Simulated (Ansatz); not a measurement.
# C2H9NSi: small, medium and large basis sets

Aim: see how fast density functionals converge with the basis set for C2H9NSi.

Program: Ansatz 0.2.0, Gaussian basis. Level of theory: one geometry, several basis sets. These are calculated values, not measurements.

Plan: PBE0-D4/def2-SVP; ωB97M-V/def2-SVP; PBE0-D4/def2-QZVPP; ωB97M-V/def2-QZVPP; the functionals' def2-TZVPP values are taken from earlier runs.

**1. The relaxed structure**

The geometry comes from an earlier relaxation with PBE0-D4 in a triple-zeta def2 set; it is a stationary point, not always the lowest conformer.

SMILES `CC[SiH2]N`, 13 atoms, charge 0, spin multiplicity 1.

Atoms are counted from 1 here; the program's logs count them from 0.

Bond lengths: C1–C2 1.526 Å, C1–H5 1.093 Å, C1–H6 1.093 Å, C1–H7 1.093 Å, C2–Si3 1.871 Å, C2–H8 1.095 Å, C2–H9 1.097 Å, Si3–N4 1.724 Å, Si3–H10 1.498 Å, Si3–H11 1.490 Å, N4–H12 1.008 Å, N4–H13 1.007 Å. Angles: C2–C1–H5 111.4°, C2–C1–H6 111.7°, C2–C1–H7 111.5°, H5–C1–H6 107.4°, H5–C1–H7 107.2°, H6–C1–H7 107.5°, C1–C2–Si3 113.2°, C1–C2–H8 110.9°, C1–C2–H9 110.2°, Si3–C2–H8 108.1°, Si3–C2–H9 108.2°, H8–C2–H9 106.0°, C2–Si3–N4 110.3°, C2–Si3–H10 107.4°, C2–Si3–H11 111.3°, N4–Si3–H10 114.7°, N4–Si3–H11 106.2°, H10–Si3–H11 107.0° and more.

**2. PBE0-D4 in def2-SVP**

Contents of in.yaml:

```yaml
crystal:
  periodic: [false, false, false]
  atoms:
    - {symbol: C, position_ang: [-1.322229, 1.330385, -0.520874]}
    - {symbol: C, position_ang: [-0.660039, 0.345609, 0.438443]}
    - {symbol: Si, position_ang: [0.768147, -0.585501, -0.331811]}
    - {symbol: N, position_ang: [1.481648, -1.646206, 0.824302]}
    - {symbol: H, position_ang: [-1.733547, 0.819424, -1.395690]}
    - {symbol: H, position_ang: [-2.143220, 1.870690, -0.042990]}
    - {symbol: H, position_ang: [-0.608909, 2.074000, -0.886144]}
    - {symbol: H, position_ang: [-1.385229, -0.387199, 0.806955]}
    - {symbol: H, position_ang: [-0.287041, 0.873738, 1.324314]}
    - {symbol: H, position_ang: [1.703703, 0.431085, -0.911502]}
    - {symbol: H, position_ang: [0.307877, -1.446852, -1.456757]}
    - {symbol: H, position_ang: [1.890447, -1.272924, 1.666352]}
    - {symbol: H, position_ang: [2.008793, -2.440948, 0.500204]}
basis:
  gaussian: {orbitals: def2-SVP}
hamiltonian: {xc: pbe0, dispersion: d4}
output: {orbitals: {seedname: orbitals}}
```

The runs that follow: ωB97M-V in def2-SVP; PBE0-D4 in def2-QZVPP; ωB97M-V in def2-QZVPP.

Q: Predict the results of all the runs planned. Wanted: PBE0-D4: double and triple zeta above quadruple; ωB97M-V: double and triple zeta above quadruple.

**Answer**, as computed:

| quantity | value |
| --- | --- |
| PBE0-D4: double and triple zeta above quadruple | 7.61, 0.50 eV |
| ωB97M-V: double and triple zeta above quadruple | 7.86, 0.48 eV |

What this shows: For PBE0-D4 the step from double to triple zeta gains 7.11 eV and the next only 0.50 eV. These are total energies; as a rule much of such shifts cancels in differences, which this series doesn't test. The LUMO of ωB97M-V is positive and keeps falling with the basis (3.07 to 1.61 eV): an unbound level that the basis holds in place.
